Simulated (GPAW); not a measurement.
The system is AlSn.

```
Sn Al
1.0
     4.19811    0.00000    0.00000
    -2.09905    3.63567    0.00000
     0.00000    0.00000    3.30685
Sn Al
1 1
Direct
  0.33333 0.66667 0.50000
  0.00000 0.00000 0.00000
```

The cell comes from a database or a generator and needn't be the stable form of this composition.

Base run:

```yaml
Program: GPAW 26.7.0
Functional: LDA
Potentials_or_basis: the program's PAW data sets (release 1.2.1) made for this functional
Cutoff: 600 eV
Basis: pw
k_mesh: 7 × 7 × 8
Occupations: gaussian, width 0.02 eV
Spin: no spin polarisation
```

Its results: band gap on the k mesh none (metal or under the smearing width); pressure -3.1 GPa.

Problem. The run is repeated on the same cell with these changes: functional from LDA to PBEsol; potentials or basis from the program's PAW data sets (release 1.2.1) made for this functional to PAW data sets generated in the run's folder for this functional. What comes out?

Solution. Band gap on the k mesh none (metal or under the smearing width); pressure -1.9 GPa.
